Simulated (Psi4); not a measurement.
# SnCl2 (SMILES [Cl][Sn][Cl]): a first try and a second

Wanted: a single-point energy of SnCl2, MP2/def2-SVP (density fitting, core potential, density fitting for correlation).

The results are computed with Psi4 1.11.

4 further runs of the same task are left out: 2 that didn't finish, 2 set aside as unsound or not needed.

## 1. The structure to begin with

The species is SnCl2 (3 atoms), meant as a singlet with charge 0. SMILES: `[Cl][Sn][Cl]`. The shape comes from GFN2-xTB, which is rough for such elements, and wasn't checked as a minimum.

Bond lengths: Sn1–Cl2 2.378 Å, Sn1–Cl3 2.377 Å. Angles: Cl2–Sn1–Cl3 99.5°.

## 2. Try one

File input.in:

```
memory 1.6 GB

molecule molecule1 {
  Sn     0.004910    -0.007160    -1.023740
  Cl     1.812600    -0.019020     0.521020
  Cl    -1.817510     0.026180     0.502720
  units bohr
}

set globals {
  basis           def2-SVP
  reference       rhf
  num_frozen_docc 14
  mp2_type        df
  maxiter         60
}

energy("mp2")
```

The run is started by

```sh
psi4 input.in input.out -n 1
```

input.out:

```text
[...]
    !!!  WARNING: ECP capability is in beta. Please check occupations closely.  !!!
[...]
  Running in cs symmetry.
[...]
  Nuclear repulsion =  394.199206617961181
[...]
  Multiplicity = 1
[...]
  Nalpha       = 28
  Nbeta        = 28
[...]
    Number of basis functions: 62
[...]
   @DF-RHF iter   1: -1127.48073806097841    8.47981e+00   5.44963e-03 DIIS/ADIIS
[...]
   @DF-RHF iter  11: -1127.51323451965072   -7.95808e-12   6.70027e-09 DIIS
[...]
    Orbital Energies [Eh]
    ---------------------
    Doubly Occupied:
       1Ap  -104.876293     2Ap  -104.876124     3Ap   -10.754150
       4Ap   -10.753918     5Ap    -8.244356     6Ap    -8.243105
       7Ap    -8.193929     8Ap    -8.193698     1App   -8.192780
       2App   -8.192604     9Ap    -6.308462    10Ap    -4.576911
      11Ap    -4.482150     3App   -4.396122    12Ap    -1.919235
      13Ap    -1.871472     4App   -1.766426    14Ap    -1.744646
       5App   -1.708577    15Ap    -1.377937    16Ap    -1.093477
       6App   -0.750140    17Ap    -0.701633    18Ap    -0.660331
      19Ap    -0.595050     7App   -0.532063    20Ap    -0.316763
      21Ap    -0.235048
[...]
  @DF-RHF Final Energy: -1127.51323451965072
   => Energetics <=
    Nuclear Repulsion Energy =            394.1992066179611811
    One-Electron Energy =               -2412.3100856026503607
    Two-Electron Energy =                 890.5976444650384565
    Total Energy =                      -1127.5132345196507231
[...]
 Multipole Moments:
 ------------------------------------------------------------------------------------
     Multipole            Electronic (a.u.)      Nuclear  (a.u.)        Total (a.u.)
 ------------------------------------------------------------------------------------
 L = 1.  Multiply by 2.5417464519 to convert [e a0] to [Debye]
 Dipole X            :         -0.0970759            0.1002507            0.0031748
 Dipole Y            :        -19.8928265           20.5306753            0.6378487
 Dipole Z            :          0.0000000            0.0000000            0.0000000
 Magnitude           :                                                    0.6378566
[...]
```

Wall time 2.9 s (1 thread of Intel Xeon Platinum 8259CL at 2.50GHz (Skylake/Cascade Lake), shared host); peak memory 0.2 GiB.

## 3. Diagnosis

The run finished; that doesn't make the result usable.

The fault: the coordinates are read in the wrong unit, so the molecule is scaled by the ratio of bohr to ångström. As the program read them, the closest atoms are 1.26 Å apart, against 2.38 Å in the sound input.

## 4. Second attempt

File calc.dat:

```
memory 1.6 GB

molecule system {
  0 1
  Sn     0.004910    -0.007160    -1.023740
  Cl     1.812600    -0.019020     0.521020
  Cl    -1.817510     0.026180     0.502720
  units angstrom
}

set reference rhf
set num_frozen_docc 14
set mp2_type df
set df_scf_guess false

energy('mp2/def2-SVP')
print_variables()
```

The run is started by

```sh
psi4 -n 1 calc.dat calc.out
```

calc.out:

```text
[...]
    !!!  WARNING: ECP capability is in beta. Please check occupations closely.  !!!
[...]
  Running in cs symmetry.
[...]
  Nuclear repulsion =  208.601236606419718
[...]
  Multiplicity = 1
[...]
  Nalpha       = 28
  Nbeta        = 28
[...]
    Number of basis functions: 62
[...]
   @DF-RHF iter   1: -1132.12437590526633   -1.83567e+00   5.56439e-03 ADIIS/DIIS
[...]
   @DF-RHF iter  11: -1132.16961261515030   -3.18323e-12   4.37598e-09 DIIS
[...]
    Orbital Energies [Eh]
    ---------------------
    Doubly Occupied:
       1Ap  -104.768471     2Ap  -104.768400     3Ap   -10.530946
       4Ap   -10.530878     5Ap    -8.005097     6Ap    -8.005030
       1App   -8.003205     2App   -8.003138     7Ap    -8.002900
       8Ap    -8.002834     9Ap    -5.924887     3App   -4.115260
      10Ap    -4.111075    11Ap    -4.107757    12Ap    -1.383102
       4App   -1.379734    13Ap    -1.378683     5App   -1.376087
      14Ap    -1.370994    15Ap    -1.063024    16Ap    -1.044108
      17Ap    -0.619729    18Ap    -0.491816    19Ap    -0.468216
       6App   -0.461575     7App   -0.442429    20Ap    -0.433508
      21Ap    -0.371962
[...]
  @DF-RHF Final Energy: -1132.16961261515030
   => Energetics <=
    Nuclear Repulsion Energy =            208.6012366064197181
    One-Electron Energy =               -2063.2120060088077480
    Two-Electron Energy =                 722.4411567872377873
    Total Energy =                      -1132.1696126151502995
[...]
 Multipole Moments:
 ------------------------------------------------------------------------------------
     Multipole            Electronic (a.u.)      Nuclear  (a.u.)        Total (a.u.)
 ------------------------------------------------------------------------------------
 L = 1.  Multiply by 2.5417464519 to convert [e a0] to [Debye]
 Dipole X            :         -0.1955723            0.1894463           -0.0061259
 Dipole Y            :        -40.1952549           38.7973534           -1.3979015
 Dipole Z            :          0.0000000            0.0000000            0.0000000
 Magnitude           :                                                    1.3979149
[...]
```

Wall time 2.9 s (1 thread of Intel Xeon Platinum 8259CL at 2.50GHz (Skylake/Cascade Lake), shared host); peak memory 0.2 GiB.

## 5. Outcome

At MP2/def2-SVP (density fitting, core potential, density fitting for correlation):

```
                                    quantity           value
                                total energy  -1132.51516 Eh
         HOMO energy (Hartree–Fock orbitals)       -10.12 eV
         LUMO energy (Hartree–Fock orbitals)        -0.32 eV
       HOMO–LUMO gap (Hartree–Fock orbitals)         9.80 eV
correlation energy (14 core orbitals frozen)      -345.5 mEh
```

What this shows: The first attempt's energy was +125.317 eV off this one.
